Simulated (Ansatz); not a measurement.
# RbHg: the cost of one run

Computed with Ansatz 0.2.0 (DFT PBE, scalar-relativistic, plane waves, PAW, unless a step's input says otherwise).

### Step 1. The starting structure

Symmetry: Cmme, No. 67, orthorhombic system. Conventional cell: a = 6.031 Å, b = 6.608 Å, c = 6.937 Å, α = 90.00°, β = 90.00°, γ = 90.00°. Around Rb (site symmetry mm2) lie 4 Hg at 2.83 Å. Hg (site symmetry 222) is surrounded by 4 Rb at 2.83 Å and 2 Hg at 3.02 Å.

Structure file:

```
Rb Hg
1.0
     3.01547   -3.30396    0.00000
     3.01547    3.30396    0.00000
     0.00000    0.00000    6.93722
Rb Hg
2 2
Cartesian
  3.0155 -1.6520 5.2029
  3.0155 1.6520 1.7343
  4.5232 0.0000 0.0000
  1.5077 0.0000 0.0000
```

### Step 2. A loose first relaxation

Contents of input.yaml:

```yaml
crystal:
  lattice:
    - [3.0154737735, -3.3039631326, 0.0]
    - [3.0154737735, 3.3039631326, 0.0]
    - [0.0, 0.0, 6.9372209138]
  atoms:
    - { symbol: Rb, position: [0.75, 0.25, 0.75] }
    - { symbol: Rb, position: [0.25, 0.75, 0.25] }
    - { symbol: Hg, position: [0.75, 0.75, 0.0] }
    - { symbol: Hg, position: [0.25, 0.25, 0.0] }
basis:
  ecutwfc: 420
kpoints:
  mp_grid: { grid: [4, 4, 4] }
hamiltonian:
  xc: pbe
scf:
  occupations: { method: gaussian, width: 0.1 }
  lower_state_search: "off"
output:
  forces: true
  stress: true
  eigenvalues: true
relax:
  adjacent_minimum: "off"
  f_tol: 0.04
  max_steps: 70
  cell: { stress_tol: 0.4 }
```

Run with:

```
$ ansatz run input.yaml --threads 1 --pin off --max-ram 2560MiB --backend cpu --events-out ev --progress --plain --runs-dir out
```

Q: Estimate wall time and peak memory on 1 thread of Intel Xeon Platinum 8259CL at 2.50GHz (Skylake/Cascade Lake), shared host.

About 1.8 min, with a peak of 0.56 GiB.
